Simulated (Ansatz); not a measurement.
Write a Python script for Ansatz 0.2.0 through its Python package that makes a rigid scan of one bond angle of CH4OSiTe, SMILES O[SiH]1C[Te]1. Use (for the species named): PBE0, def2-SVP basis, multiplicity 1.

| atom | x (Å) | y (Å) | z (Å) |
| --- | --- | --- | --- |
| O | -1.4133 | 0.7108 | -0.8867 |
| Si | -0.3494 | 0.4620 | 0.3709 |
| C | 1.0094 | -0.5781 | -0.2139 |
| Te | -0.0004 | -1.9795 | 0.9464 |
| H | -2.3405 | 0.7929 | -0.4660 |
| H | 0.0740 | 1.5919 | 1.2371 |
| H | 1.0568 | -0.7711 | -1.2884 |
| H | 2.0555 | -0.2860 | 0.2450 |

`ch4osite.py`:
```python
"""Energy of CH4OSiTe against one bond angle."""

import ansatz as az
from ase import Atoms

atoms = Atoms(["O", "Si", "C", "Te", "H", "H", "H", "H"], positions=[
    [-1.4133, 0.7108, -0.8867],
    [-0.3494, 0.462, 0.3709],
    [1.0094, -0.5781, -0.2139],
    [-0.0004, -1.9795, 0.9464],
    [-2.3405, 0.7929, -0.466],
    [0.074, 1.5919, 1.2371],
    [1.0568, -0.7711, -1.2884],
    [2.0555, -0.286, 0.245],
])

# relax first, so that the scan starts from a minimum
first = az.Crystal.molecule_from_ase(atoms).calculation()
first = first.basis(gaussian="def2-SVP")
first = first.functional("pbe0")
first = first.relax(force_tolerance=0.02, max_steps=80)
atoms.positions = first.run().report["positions_ang"]

rows = []
for angle in [90, 100, 110, 120, 135, 150, 165, 179]:
    bent = atoms.copy()
    bent.set_angle(1, 0, 4, angle, indices=[4])
    base = (
        az.Crystal.molecule_from_ase(bent).calculation()
        .basis(gaussian="def2-SVP")
        .correlation("mp2")
    )
    rows.append((angle, base.run().report["free_energy_ev"]))
floor = min(e for _, e in rows)
for angle, e in rows:
    print(f"angle Si1-O0-H4 = {angle:3d} deg   {1000 * (e - floor):9.1f} meV")
```

```console
$ python ch4osite.py
angle Si1-O0-H4 =  90 deg       310.5 meV
angle Si1-O0-H4 = 100 deg       107.2 meV
angle Si1-O0-H4 = 110 deg        13.6 meV
angle Si1-O0-H4 = 120 deg         0.0 meV
angle Si1-O0-H4 = 135 deg        78.8 meV
angle Si1-O0-H4 = 150 deg       214.3 meV
angle Si1-O0-H4 = 165 deg       341.0 meV
angle Si1-O0-H4 = 179 deg       404.8 meV
```

Reading the output:
- The scan is rigid, and the energies are electronic, in a modest basis. The zero is the lowest point of the grid, which needn't be the minimum.
- def2 sets replace the cores of elements past krypton by effective core potentials.
- The start is relaxed with a density functional and scanned with the wavefunction method, so it isn't exactly that method's minimum.
- Run time: 60 s on 1 thread of Arm Neoverse V1, on a shared host, peak memory 0.28 GiB.
